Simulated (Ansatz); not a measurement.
# FH₃NOSi radical: how energies converge with the basis set

An exercise on one series of results from a longer session: the logs are not shown, and one member is left open.

Program: Ansatz 0.2.0, Gaussian basis. Level of theory: one geometry, several basis sets. These are calculated values, not measurements.

The runs, in order: PBE0-D4/def2-SVP; ωB97M-V/def2-SVP; PBE0-D4/def2-QZVPP; ωB97M-V/def2-QZVPP; the functionals' def2-TZVPP values are taken from earlier runs.

**Structure used throughout**

All runs share one geometry, relaxed beforehand with PBE0-D4 in a triple-zeta def2 set.

SMILES `N[Si](O)F`, 7 atoms, charge 0, spin multiplicity 2.

Atoms are counted from 1 here; the program's logs count them from 0.

Bond lengths: N1–Si2 1.703 Å, N1–H5 1.007 Å, N1–H6 1.007 Å, Si2–O3 1.641 Å, Si2–F4 1.603 Å, O3–H7 0.959 Å. Angles: Si2–N1–H5 119.8°, Si2–N1–H6 120.1°, H5–N1–H6 112.0°, N1–Si2–O3 105.6°, N1–Si2–F4 105.9°, O3–Si2–F4 112.4°, Si2–O3–H7 116.5°.

The first run:

in.yaml

```yaml
crystal:
  periodic: [false, false, false]
  atoms:
    - {symbol: N, position_ang: [-0.466119, 1.085283, -0.071794]}
    - {symbol: Si, position_ang: [0.029972, -0.446939, 0.480385]}
    - {symbol: O, position_ang: [1.137423, -0.972607, -0.610501]}
    - {symbol: F, position_ang: [-1.291315, -1.355129, 0.497636]}
    - {symbol: H, position_ang: [0.223961, 1.777907, -0.314605]}
    - {symbol: H, position_ang: [-1.310158, 1.502181, 0.286425]}
    - {symbol: H, position_ang: [1.737437, -1.658794, -0.313246]}
basis:
  gaussian: {orbitals: def2-SVP}
magnetization: {spin_polarized: true, initial_magnetization: 1}
hamiltonian: {xc: pbe0, dispersion: d4}
output: {orbitals: {seedname: orbitals}}
```

Among the steps run: PBE0-D4 in def2-SVP; ωB97M-V in def2-SVP; PBE0-D4 in def2-QZVPP; ωB97M-V in def2-QZVPP.

One table of the session follows, with a row left open; its other results are not shown here.

```
functional       basis  HOMO (eV)  LUMO (eV)
   PBE0-D4    def2-SVP          ?          ?
   PBE0-D4  def2-TZVPP      -5.83      -1.85
   PBE0-D4  def2-QZVPP      -5.91      -1.99
   ωB97M-V    def2-SVP      -7.40      -0.09
   ωB97M-V  def2-TZVPP      -7.65      -0.32
   ωB97M-V  def2-QZVPP      -7.73      -0.51
```

Estimate the missing values for PBE0-D4, def2-SVP.

As computed: HOMO (eV): -5.58; LUMO (eV): -1.72. In the column «HOMO (eV)» it is the highest.
